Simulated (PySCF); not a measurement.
# MoO: from the state search to spectroscopic constants

The task here is to estimate one member of a computed series from the others.

Method: Mo def2-TZVPPD with ECP28, O def2-TZVPPD, scalar-relativistic core potentials; program: PySCF 2.14.0.

Set-up of the first run:

A driver script around PySCF takes these settings:

| Quantity | Value |
| --- | --- |
| atoms | Mo, O |
| charge | 0 |
| basis | Mo def2-TZVPPD with ECP28, O def2-TZVPPD |
| Hamiltonian | scalar-relativistic core potentials |
| basis functions | 96 |
| electrons treated | 22 |
| masses in u | 97.9054, 15.9949 |
| levels | PBE0, PBE, r²SCAN, r²SCAN0, B3LYP, r²SCANh, revPBE, BLYP, HSE06, HF, MP2, SCS-MP2, CCSD, CCSD(T) |
| grid | 80 radial by 434 angular points |
| occupations | held fixed by the projection of orbital angular momentum |
| dissociation limit | Mo + O, each in its ground configuration |
| starting distance in angstrom | 1.895 |
| values of 2S to try | 0, 2, 4, 6, 8, 10 |

Started as:

```sh
$ OMP_NUM_THREADS=2 python dia.py task.json out
```

Among the steps run: Input; The PBE0 curve of the state that the search chose; Other states along the same grid; PBE (GGA); r²SCAN; r²SCAN0 (hybrid meta-GGA); B3LYP (global hybrid GGA); r²SCANh (hybrid meta-GGA); revPBE (GGA); BLYP; HSE06 (range-separated hybrid); ROHF (mean field); Correlated methods on the Hartree–Fock reference.

One table of the session follows, with a row left open; its other results are not shown here.

Energy (eV) from each level's lowest point:

| R (Å) | ROHF | ROHF-MP2 | ROHF-SCS-MP2 | ROHF-CCSD | ROHF-CCSD(T) |
| --- | --- | --- | --- | --- | --- |
| 1.448 | 1.787 | 2.206 | 2.227 | n/a | n/a |
| 1.516 | 0.753 | 1.037 | 1.053 | 0.967 | 1.096 |
| 1.583 | 0.193 | 0.361 | 0.370 | 0.320 | 0.399 |
| 1.633 | 0.015 | 0.100 | 0.104 | 0.080 | 0.120 |
| 1.684 | 0.000 | 0.000 | 0.000 | 0.000 | 0.000 |
| 1.734 | ? | ? | ? | ? | ? |
| 1.802 | 0.414 | 0.209 | 0.203 | 0.251 | 0.154 |
| 1.886 | 0.953 | 0.603 | 0.593 | 0.657 | 0.493 |
| 1.987 | 1.727 | 1.232 | 1.213 | 1.246 | 1.013 |
| 2.122 | 2.815 | 2.249 | 2.197 | n/a | n/a |

Estimate the missing values for R (Å) = 1.734.

Worked estimate for «ROHF». A straight line through the neighbours (1.684, 0.000) and (1.802, 0.414) gives 0.000 + (0.414 − 0.000) × (1.734 − 1.684) / (1.802 − 1.684) = 0.175; a parabola fitted to 4 rows on both sides gives 0.123.

**Answer.** ROHF: 0.113; ROHF-MP2: 0.026; ROHF-SCS-MP2: 0.023; ROHF-CCSD: 0.046; ROHF-CCSD(T): 0.005. In «ROHF» the line misses by +0.062 and the parabola by +0.010.

Limits of these values: Lowest PBE0 solution found, without spin–orbit coupling: ⁵Π (quintet), unpaired electrons σ ↑, π ↑, δ ↑↑. The state is the lowest single determinant that the PBE0 search found; with open d or f shells the true ground state can be another one. Spin–orbit coupling is left out.
